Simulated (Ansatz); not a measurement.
What does this script print? It uses Ansatz's Python interface.

`eps_la2o3.py`
```python
from dataclasses import dataclass
import warnings

import ansatz as az
import numpy as np


@dataclass
class RunConfig:
    mesh: tuple[int, ...] = (6, 6, 6)
    functional: str = "lda"
    cutoff: int = 550
    occupations: str = "fixed"


opts = RunConfig()


def main() -> None:
    warnings.simplefilter("ignore", az.DeckWarning)

    cell = (
        az.Lattice.of((6.26678, 0.0, 0.0), (-3.13339, 5.427191, 0.0), (0.0, 0.0, 3.299766))
        .atom("La", (1 / 3, 2 / 3, 0.5))
        .atom("La", (2 / 3, 1 / 3, 0.5))
        .atom("O", (0.491986, 0.491986, 0.0))
        .atom("O", (0.0, 0.508014, 0.0))
        .atom("O", (0.508014, 0.0, 0.0))
    )

    calculation = cell.calculation()
    calculation = calculation.kpoints(mesh=opts.mesh)
    calculation = calculation.functional(opts.functional)
    calculation = calculation.basis(opts.cutoff)
    calculation = calculation.pseudopotentials("paw")
    calculation = calculation.occupations(opts.occupations).dielectric()
    result = calculation.run(threads=1)
    response = result.dielectric
    eps = np.asarray(response.eps_inf)

    print("eps_inf")
    print(np.round(eps, 3) + 0.0)
    for index, (site, z) in enumerate(zip(result.lattice.sites, response.zstar_e)):
        print("Born charge tensor of", site.symbol, index)
        print(np.round(z, 3) + 0.0)
    print(f"charge neutrality missed by {response.zstar_sum_residual_pre_e:.4f} e before the sum rule")


if __name__ == "__main__":
    main()
```

Output of `python eps_la2o3.py`:
```text
eps_inf
[[3.43  0.    0.   ]
 [0.    3.43  0.   ]
 [0.    0.    4.383]]
Born charge tensor of La 0
[[ 3.446 -0.033  0.   ]
 [ 0.033  3.446  0.   ]
 [ 0.     0.     5.029]]
Born charge tensor of La 1
[[ 3.446  0.033  0.   ]
 [-0.033  3.446  0.   ]
 [ 0.     0.     5.029]]
Born charge tensor of O 2
[[-3.032  1.274  0.   ]
 [ 1.274 -1.562  0.   ]
 [ 0.     0.    -3.353]]
Born charge tensor of O 3
[[-3.032 -1.274  0.   ]
 [-1.274 -1.562  0.   ]
 [ 0.     0.    -3.353]]
Born charge tensor of O 4
[[-0.826  0.     0.   ]
 [ 0.    -3.768  0.   ]
 [ 0.     0.    -3.353]]
charge neutrality missed by 0.0015 e before the sum rule
```

Notes:
- The Fermi level of a run with fixed occupations marks the highest occupied state on its mesh, not mid-gap.
- Averages over directions belong to no single polarisation, least of all in layered crystals.
- This cell is a computed structure, which may not be the phase found in nature.
- This is the electronic (clamped-ion) response; a semilocal gap that is too small tends to raise it. The typed mesh is that of the SCF; the response is solved on denser meshes that the run picks.
- Run time: 4 min on 1 thread of Arm Neoverse V2, on a shared host, peak memory 1.6 GiB.
